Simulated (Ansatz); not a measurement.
I need vertical and adiabatic energies of changing the electron count of CH3BrSi, SMILES C[Si]Br. Use Ansatz 0.2.0, Python API. Use (for the species named): r2SCAN, def2-SVP basis, multiplicity 1.

```xyz
6

C    -0.4106    0.3475   -0.2052
Si    0.0845   -0.7501    1.1241
Br    2.0296   -1.5965    0.5728
H     0.3238    1.2254   -0.3606
H    -1.4317    0.8259   -0.0029
H    -0.5535   -0.1162   -1.1744
```

`adiabatic_ch3brsi.py`:
```python
"""How CH3BrSi relaxes after losing an electron."""

import itertools

import ansatz as az
from ase.data import atomic_numbers, covalent_radii
import numpy as np

BASIS_SET = "def2-SVP"
FUNCTIONAL = "r2scan"
CHARGE = 1

GEOMETRY = """
C    -0.41060    0.34750   -0.20520
Si    0.08450   -0.75010    1.12410
Br    2.02960   -1.59650    0.57280
H     0.32380    1.22540   -0.36060
H    -1.43170    0.82590   -0.00290
H    -0.55350   -0.11620   -1.17440
"""


def main() -> None:
    ch3brsi = az.Crystal.molecule()
    for line in GEOMETRY.strip().splitlines():
        symbol, *xyz = line.split()
        ch3brsi = ch3brsi.atom(symbol, [float(v) for v in xyz])

    job = (
        ch3brsi.calculation()
        .basis(gaussian=BASIS_SET)
        .functional(FUNCTIONAL)
    )
    symbols = [site.symbol for site in ch3brsi.cartesian_sites]
    start = np.array([site.position_ang for site in ch3brsi.cartesian_sites], dtype=float)
    data = job.relax(force_tolerance=0.01, max_steps=100).run().report
    end = np.array(data["positions_ang"])

    minimum = az.Crystal.molecule()
    for symbol, place in zip(symbols, end):
        minimum = minimum.atom(symbol, place.tolist())
    ion = (
        minimum.calculation()
        .basis(gaussian=BASIS_SET)
        .functional(FUNCTIONAL)
        .charge(CHARGE)
        .spin("collinear", total=1)
    )
    vertical = ion.run().report
    settled = ion.relax(force_tolerance=0.01, max_steps=80).run().report
    print(f"vertical ionisation energy   {vertical['free_energy_ev'] - data['free_energy_ev']:.3f} eV")
    print(f"adiabatic, no zero point     {settled['free_energy_ev'] - data['free_energy_ev']:.3f} eV")
    print(f"relaxation energy of the ion {vertical['free_energy_ev'] - settled['free_energy_ev']:.3f} eV")
    ionised = np.array(settled["positions_ang"])
    # pairs closer than 1.2 times the sum of covalent radii, before or after
    radius = [covalent_radii[atomic_numbers[s]] for s in symbols]
    span = lambda where, i, j: np.linalg.norm(where[i] - where[j])
    bonded = [(i, j) for i, j in itertools.combinations(range(len(symbols)), 2) if min(span(end, i, j), span(ionised, i, j)) < 1.2 * (radius[i] + radius[j])]
    print("pair        before    after (A)")
    for i, j in bonded:
        print(f"{symbols[i]}{i}-{symbols[j]}{j}".ljust(10), f"{span(end, i, j):8.4f} {span(ionised, i, j):8.4f}")


if __name__ == "__main__":
    main()
```

```console
$ python adiabatic_ch3brsi.py
vertical ionisation energy   8.694 eV
adiabatic, no zero point     8.257 eV
relaxation energy of the ion 0.438 eV
pair        before    after (A)
C0-Si1       1.9001   1.8504
C0-H3        1.1055   1.1067
C0-H4        1.1026   1.1005
C0-H5        1.1051   1.1067
Si1-Br2      2.2781   2.1412
```

The energies are electronic: no zero-point or thermal terms, and the basis set is short of its limit. The product may relax into another structure. The relaxation finds the nearest minimum, so the adiabatic value is an upper bound. Hardware and time: 80 s on 1 thread of Intel(R) Xeon(R) Platinum 8259CL CPU @ 2.50GHz (Skylake/Cascade Lake) (shared host), peak memory 0.28 GiB.
